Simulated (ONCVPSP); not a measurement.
**Pseudopotential generation for aluminium: ONCV, PW91**

Task: generate the file, and judge it by its errors in other configurations, its logarithmic derivatives, its ghosts and its cutoff.

The numbers are computed with ONCVPSP 4.0.1 (PW91, scalar-relativistic, spin-unpolarised reference atom).

1 further run of the same task is left out (it didn't finish).

### Step 1. Settings

Typed settings, in words:

```json
{
  "element": "aluminium (Al, Z = 13)",
  "type": "optimised norm-conserving Vanderbilt (ONCV)",
  "frozen core": "[Ne]",
  "valence charge": "3",
  "reference configuration": "3s1 3p2",
  "partial waves": "3s: rc 1.80 bohr, ncon 4, nbas 9, qcut 4.6 1/bohr, 2 projectors, debl 1.2 Ha; 3p: rc 2.10 bohr, ncon 4, nbas 8, qcut 3.1 1/bohr, 2 projectors, debl 2.7 Ha",
  "local potential": "polynomial inside 1.15 bohr (lpopt 5, dvloc0 6 Ha)",
  "core correction": "not asked for"
}
```

An earlier all-electron run gives the scale for the radii.

All-electron outer shells of the reference configuration (PW91, scalar-relativistic, ld1.x):

| shell | level (eV) | outermost node (bohr) | outermost maximum (bohr) |
| --- | --- | --- | --- |
| 2s | -110.04 | 0.16 | 0.50 |
| 2p | -71.60 | – | 0.43 |
| 3s | -8.61 | 0.80 | 2.06 |
| 3p | -3.37 | 0.81 | 2.58 |

### Step 2. Generating the potential

Al.dat

```
# ATOM AND REFERENCE CONFIGURATION
# atsym  z   nc   nv     iexc    psfile
  Al 13.00    3    2  -109134      upf
#
#   n    l    f
    1    0    2.00
    2    0    2.00
    2    1    6.00
    3    0    1.00
    3    1    2.00
#
# PSEUDOPOTENTIAL AND OPTIMIZATION
# lmax
    1
#
#   l,   rc,      ep,       ncon, nbas, qcut
    0    1.80    0.00    4    9    4.60
    1    2.10    0.00    4    8    3.10
#
# LOCAL POTENTIAL
# lloc, lpopt,  rc(5),   dvloc0
    4    5    1.15    6.00
#
# VANDERBILT-KLEINMAN-BYLANDER PROJECTORs
# l, nproj, debl
    0    2    1.20
    1    2    2.70
#
# MODEL CORE CHARGE
# icmod, fcfact, rcfact
    0    0.00    0.00
#
# LOG DERIVATIVE ANALYSIS
# epsh1, epsh2, depsh
   -2.00    5.00    0.02
#
# OUTPUT GRID
# rlmax, drl
    6.00    0.01
#
# TEST CONFIGURATIONS
# ncnf
    4
# nvcnf
#   n    l    f
    2
    3    0    2.00
    3    1    1.00
#
    2
    3    0    2.00
    3    1    0.00
#
    2
    3    0    1.00
    3    1    0.00
#
    2
    3    0    0.00
    3    1    3.00
#
```

Command:

```
$ oncvpsp.x < Al.dat > Al.out
```

Before running it: what results should come out? Wanted: cutoffs for 1 and 0.1 mHa per electron, occupied waves; bound ghosts; GHOST(+) flags; largest test error; largest phase difference near zero energy, channels read.

**Answer**, as computed:

| quantity | value |
| --- | --- |
| cutoffs for 1 and 0.1 mHa per electron, occupied waves | 6.2 Ha and 8.1 Ha |
| bound ghosts | none found |
| GHOST(+) flags | none at low energy |
| largest test error (AE − PS) | +9.7 meV, for 3s0 3p3 |
| largest phase difference near zero energy, channels read | 0.001 rad |

The worst unpolarised test, 3s0 3p3, is off by 9.7 meV on 5.3 eV; by total energies transferability rates as good. The potential is soft on the atom at that tolerance: the looser tolerance needs 6.2 Ha. At the looser tolerance the 3s wave is the slowest; 3p needs 2 Ha. No bound ghost shows below the valence levels. Near zero energy the phases of the channels with partial waves agree within 0.001 rad.
